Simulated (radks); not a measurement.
# Ru⁺ in [Kr] 4d7: an all-electron calculation

Aim: the levels, the sizes of the orbitals and the parts of the energy of the ruthenium ion Ru+.

Program: radks (a radial shooting solver on a logarithmic mesh, Libxc functionals) version 1. Level of theory: scalar-relativistic Kohn-Sham, exchange-only B88, spin-polarised, spherical densities, finite nucleus; open shells are filled with parallel spins first. These are calculated values, not measurements, unless marked.

## 1. Starting point

| Item | Value |
| --- | --- |
| element | ruthenium (Z = 44) |
| charge | +1 |
| electrons | 43 |
| configuration | [Kr] 4d7 |
| nuclear rms radius | 4.4809 fm |

The outer shells:

Ru⁺
```
[Kr] core
4d [↑↓][↑↓][↑ ][↑ ][↑ ]
```

## 2. The calculation

Input:

```text
Z 44
configuration [Kr] 4d7
relativity scalar-relativistic
functional b88,
spin polarised
nucleus finite rms 4.4809 fm
c 137.035999084
```

What does the calculation give?

The runs gave:

```
                        quantity                     value
                    total energy       -4528.85938 hartree
exchange-correlation share of it                    2.91 %
                            −T/E                    1.0345
          highest occupied level       4d down, -10.301 eV
    most extended occupied level  4d down, <r> = 1.69 bohr
 radius at density 0.001 e/bohr³                 3.86 bohr
    maxima of the radial density                         4
         ionisation energy, NIST       16.8 (semi-emp.) eV
```

What this shows: The radial density shows 4 maxima for 4 occupied principal shells. −T/E is 1.035: with relativity the kinetic term as defined here no longer equals −E. The top level binds by 10.301 eV, 61 % of the NIST ionisation energy of 16.8 eV; the potential of a semilocal functional falls off too fast, so its top eigenvalue is too shallow. Open shells are spherical and high-spin; term and fine-structure splittings are not resolved.
